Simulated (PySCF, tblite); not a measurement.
# CH6BNO2: geometry, infrared bands, NMR shifts and spin-spin couplings

What infrared bands, NMR shifts and spin-spin couplings should CH6BNO2 (`CNB(O)O`) show?

Programs: tblite 0.8.0 and PySCF 2.14.0, with density-fitted response routines of our own. Each step states its level of theory. These are calculated values for one molecule in the gas phase, unless marked as measured. Atoms are numbered from 0 throughout.

## (1) The starting structure

11 atoms, charge 0, multiplicity 1; geometry from: force field or distance geometry start.

Bonds of the start (Å): C0–N1 1.48, N1–B2 1.53, B2–O3 1.46, B2–O4 1.48, C0–H5 1.11, C0–H6 1.10, C0–H7 1.12, N1–H8 1.02, O3–H9 1.00, O4–H10 0.98.

## (2) Geometry optimisation with GFN2-xTB

What the job is given:

```
{"job": {"kind": "relax", "xc": "GFN2-xTB", "basis": "xTB"}, "charge": 0, "multiplicity": 1}
C      1.564900    -0.051900     0.143100
N      0.372800     0.151200    -0.701600
B     -0.902900    -0.077700     0.106300
O     -1.289900    -1.438000     0.469900
O     -2.036600     0.741600    -0.376000
H      1.990700    -1.027800    -0.160100
H      2.282100     0.762400    -0.040100
H      1.288400    -0.044200     1.232200
H      0.401600     1.084800    -1.123100
H     -1.869500    -1.785200    -0.260600
H     -1.796100     1.687500    -0.276200
```

On the command line:

```console
$ OMP_NUM_THREADS=1 python probes_run.py task.json out
```

This one command runs all jobs of the session in turn.

**Question.** This job is followed by: GFN2-xTB harmonic vibrations, gas phase; GIAO PBE0/pcSseg-1 NMR shielding, non-relativistic, gas phase; B3LYP/pcJ-1 indirect spin-spin coupling, non-relativistic, gas phase. Predict these results of the whole session: strongest single infrared mode (GFN2-xTB); zero-point energy (GFN2-xTB); ¹³C shifts against TMS (PBE0/pcSseg-1); ¹H shifts against TMS (PBE0/pcSseg-1, means over atoms taken as alike); ¹⁵N shifts against NH3 (PBE0/pcSseg-1); ¹¹B shifts against BF3·OEt2 (PBE0/pcSseg-1); ¹⁷O shifts against H2O (PBE0/pcSseg-1, means over atoms taken as alike); surface potential, 1st and 99th percentile; largest coupling of the table (B3LYP/pcJ-1).

The runs gave:

```
                                                               quantity                    value
                              strongest single infrared mode (GFN2-xTB)     572 cm⁻¹, 371 km/mol
                                           zero-point energy (GFN2-xTB)            53.3 kcal/mol
                                 ¹³C shifts against TMS (PBE0/pcSseg-1)                 30.2 ppm
 ¹H shifts against TMS (PBE0/pcSseg-1, means over atoms taken as alike)     2.81, 2.60, 1.17 ppm
                                 ¹⁵N shifts against NH3 (PBE0/pcSseg-1)                 46.5 ppm
                            ¹¹B shifts against BF3·OEt2 (PBE0/pcSseg-1)                 19.5 ppm
¹⁷O shifts against H2O (PBE0/pcSseg-1, means over atoms taken as alike)                 77.2 ppm
                                  surface potential, 1st and 99th percentile       -1.54 V and 2.28 V
                            largest coupling of the table (B3LYP/pcJ-1)  ¹J(C,H) C0–H5, 140.6 Hz
```

Over 66 steps the energy fell by 1.715 eV; of the close pairs, N1–B2 changed most, 1.527 to 1.410 Å. The lowest mode is imaginary (192i cm⁻¹), so the xTB geometry is not a minimum. The strongest single mode, at 572 cm⁻¹, moves mainly B2 and H9. GFN2-xTB is a fitted tight-binding method: band positions and strengths are rough. Its intensities can rank the bands wrongly. The most deshielded hydrogen is H5, H6, H7 (mean) (hydrogen on a methyl carbon bonded to N), at 2.81 ppm: its carbon carries N, hence the downfield position. At PBE0/pcSseg-1: The widest tensor belongs to O3, O4: span 97 ppm, with a paramagnetic part of -129 ppm. In the run at B3LYP/pcJ-1, the largest coupling of the table is C0–H5 (mean over like pairs), 140.6 Hz, of which the Fermi-contact term gives 139.3 Hz. Couplings across rotatable bonds belong to this one conformer; where others are populated, the observed values are averages.
